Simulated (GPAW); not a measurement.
A run of GPAW 26.7.0:

run.py

```python
from ase.eos import EquationOfState
from ase.io import Trajectory, read
from ase.units import GPa
from gpaw import GPAW, PW

atoms = read('BiTe.xyz')

traj = Trajectory('eos.traj', 'w')
volumes, energies = [], []
for x in [0.94, 0.96, 0.98, 1.0, 1.02, 1.04, 1.06]:
    a = atoms.copy()
    a.set_cell(atoms.cell * x**(1 / 3), scale_atoms=True)
    calc = GPAW(mode=PW(600),
                xc='PBE',
                kpts={'size': (7, 7, 7), 'gamma': True},
                occupations={'name': 'fermi-dirac', 'width': 0.05},
                nbands=20,
                convergence={'density': 1e-05, 'energy': 1e-05},
                maxiter=150,
                txt=f'eos-{x:.2f}.txt')
    a.calc = calc
    energies.append(a.get_potential_energy(force_consistent=True))
    volumes.append(a.get_volume())
    p = -a.get_stress()[:3].mean() / GPa
    calc.write(f'eos-{x:.2f}.gpw')
    traj.write(a)
    print(f'{x:.2f} {volumes[-1]:10.4f} A^3 {energies[-1]:14.6f} eV {p:9.3f} GPa', flush=True)

v0, e0, B = EquationOfState(volumes, energies, eos='birchmurnaghan').fit()
print(f'V0 = {v0:.4f} A^3, E0 = {e0:.6f} eV, B0 = {B / GPa:.2f} GPa')
```

The input BiTe.xyz:

```xyz
2
Lattice="0.0000000000 3.2350000000 3.2350000000 3.2350000000 0.0000000000 3.2350000000 3.2350000000 3.2350000000 0.0000000000" Properties=species:S:1:pos:R:3 pbc="T T T"
Bi     0.0000000000      0.0000000000      0.0000000000
Te     3.2350000000      3.2350000000      3.2350000000
```

Potentials or basis: GPAW PAW data sets (gpaw-data 1.2.1), pw.

The run is started by

```console
$ OMP_NUM_THREADS=1 python run.py
```

Hardware: 1 thread of Arm Neoverse V1, with other jobs on the host.

**Question.** Estimate the wall time of this run.

**Answer.** Run time: 2.3 min on 1 thread of Arm Neoverse V1 (shared host), peak memory 0.27 GiB. Counts: scf iterations 63, plane waves 2141, bands 20, k points 20.
